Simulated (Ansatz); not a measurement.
# AsNH4 (SMILES N[AsH2]): single points off equilibrium

An exercise on one series of results from a longer session: the logs are not shown, and one member is left open.

Method: single points in def2-TZVPP; program: Ansatz 0.2.0, Gaussian basis.

Cores are frozen in the correlated methods. Filled d shells of the heavier atoms are correlated.

### Where the work starts

SMILES `N[AsH2]`, 6 atoms, charge 0, spin multiplicity 1.

Atoms are counted from 1 here; the program's logs count them from 0.

Bond lengths: N1–As2 1.813 Å, N1–H3 0.943 Å, N1–H4 1.044 Å, As2–H5 1.401 Å, As2–H6 1.544 Å. Angles: As2–N1–H3 113.4°, As2–N1–H4 116.3°, H3–N1–H4 108.0°, N1–As2–H5 96.8°, N1–As2–H6 96.4°, H5–As2–H6 93.4°.

As a file:

```xyz
6
charge 0, multiplicity 1
N    -0.25660   -0.84850   -0.03900
As   -0.48840    0.94860   -0.09840
H     0.64730   -1.10700    0.03030
H    -0.79530   -1.36090    0.69420
H     0.17310    1.16230   -1.31510
H     0.75400    1.30940    0.74460
```

Set-up of the first run:

run/in.yaml

```yaml
crystal:
  periodic: [false, false, false]
  atoms:
    - {symbol: N, position_ang: [-0.256600, -0.848500, -0.039000]}
    - {symbol: As, position_ang: [-0.488400, 0.948600, -0.098400]}
    - {symbol: H, position_ang: [0.647300, -1.107000, 0.030300]}
    - {symbol: H, position_ang: [-0.795300, -1.360900, 0.694200]}
    - {symbol: H, position_ang: [0.173100, 1.162300, -1.315100]}
    - {symbol: H, position_ang: [0.754000, 1.309400, 0.744600]}
basis:
  gaussian: {orbitals: def2-TZVPP}
correlation: {method: ccsd_t}
output: {forces: true}
```

No record of the launch command was kept for these runs.

Steps of the session up to this table: CCSD(T)/def2-TZVPP; PBE0-D4/def2-TZVPP; wB97M-V/def2-TZVPP; r2SCAN-D4/def2-TZVPP; PBE-D4/def2-TZVPP; BLYP-D4/def2-TZVPP; BHLYP-D4/def2-TZVPP.

One table of the session follows, with a row left open; its other results are not shown here.

| method | RMS force component (eV/Å) | angle to CCSD(T) forces (°) | dipole (D) |
| --- | --- | --- | --- |
| CCSD(T) | 1.679 | reference | 1.15 |
| PBE0-D4 | 1.705 | 2.9 | 1.18 |
| wB97M-V | 1.670 | 1.8 | 1.11 |
| r2SCAN-D4 | 1.697 | 2.4 | 1.20 |
| PBE-D4 | ? | ? | ? |
| BLYP-D4 | 1.786 | 8.8 | 1.08 |
| BHLYP-D4 | 1.627 | 6.2 | 1.12 |

**Question.** Estimate the row for PBE-D4.

**Answer.** RMS force component (eV/Å): 1.791; angle to CCSD(T) forces (°): 7.0; dipole (D): 1.15. In the column «RMS force component (eV/Å)» it is the highest.
